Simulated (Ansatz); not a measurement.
Crystal: BiTe.

```xyz
2
Lattice="0.0000 3.2350 3.2350 3.2350 0.0000 3.2350 3.2350 3.2350 0.0000" Properties=species:S:1:pos:R:3 pbc="T T T"
Bi    0.0000    0.0000    0.0000
Te    3.2350    3.2350    3.2350
```

Base run:

* Program: Ansatz 0.2.0
* Functional: PBE
* Potentials or basis: all-electron LAPW, scalar-relativistic
* Cutoff: 162 eV
* Density cutoff: 648 eV
* Basis error allowed: 0.002 eV/atom
* k mesh: 5 × 5 × 5
* Occupations: fermi-dirac, width 0.04 eV
* Spin: no spin polarisation

Its results: band gap on the k mesh none (metal or under the smearing width); pressure 0.7 GPa.

The run is repeated on the same cell with these changes: k mesh from 5 × 5 × 5 to 3 × 3 × 3. What comes out?

Band gap on the k mesh none (metal or under the smearing width); pressure 1.3 GPa.

Caveats: some runs use coarse meshes; spin-orbit coupling is left out, which moves the levels of the heavy elements; the k mesh is thin for a metal, which can move the energy by tens of meV per atom (some runs).

Not every run made on this cell is shown here.
